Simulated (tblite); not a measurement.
# C5H13BN2Si2: the cost of one run

Computed with tblite 0.8.0 and PySCF 2.14.0, with density-fitted response routines of our own, on a single molecule in the gas phase. Atoms count from 0, in the outputs and in this text.

## 1. The molecule as given

23 atoms, charge 0, multiplicity 1; geometry from: force field or distance geometry start.

Bonds of the start (Å): Si0–N1 1.82, N1–Si2 1.81, N1–B3 1.51, B3–N4 1.52, N4–C5 1.35, C5–C6 1.39, C6–C7 1.38, C7–C8 1.39, C8–C9 1.39, C9–N4 1.37, Si0–H10 1.47, Si0–H11 1.46, Si0–H12 1.46, Si2–H13 1.46, Si2–H14 1.49, Si2–H15 1.46, B3–H16 1.20, B3–H17 1.20, C5–H18 1.09, C6–H19 1.08, C7–H20 1.11, C8–H21 1.08, C9–H22 1.09.

## 2. Geometry optimisation with GFN2-xTB

The job: settings as JSON, then the geometry in Å.

```
{"job": {"kind": "relax", "xc": "GFN2-xTB", "basis": "xTB"}, "charge": 0, "multiplicity": 1}
Si     2.351500    -1.281300     0.730000
N      1.445000     0.298200     0.775200
Si     2.760200     1.543000     0.669500
B      0.600100     0.482000    -0.466400
N     -0.866600     0.137000    -0.287300
C     -1.693300     0.908400     0.441100
C     -3.038200     0.564300     0.564100
C     -3.478300    -0.574000    -0.078600
C     -2.639900    -1.378400    -0.842300
C     -1.313300    -0.983600    -0.929100
H      3.764300    -1.040500     0.408700
H      1.822500    -2.120000    -0.347800
H      2.255300    -2.012800     1.988800
H      3.796200     1.365400     1.677800
H      2.061500     2.852600     0.756700
H      3.395600     1.474700    -0.648000
H      1.140100    -0.143600    -1.330600
H      0.755200     1.620500    -0.801700
H     -1.285400     1.787000     0.932700
H     -3.707100     1.168800     1.161900
H     -4.555700    -0.819600     0.038300
H     -2.983000    -2.264300    -1.354300
H     -0.591400    -1.556900    -1.502700
```

Started as:

```sh
OMP_NUM_THREADS=1 python probes_run.py task.json out
```

One launch serves the whole session: the jobs run in the order shown.

**Question.** How long does this first job take on 1 thread of Arm Neoverse N1, shared host, and how much memory does it need?

About 4.5 s, with a peak of 0.18 GiB.
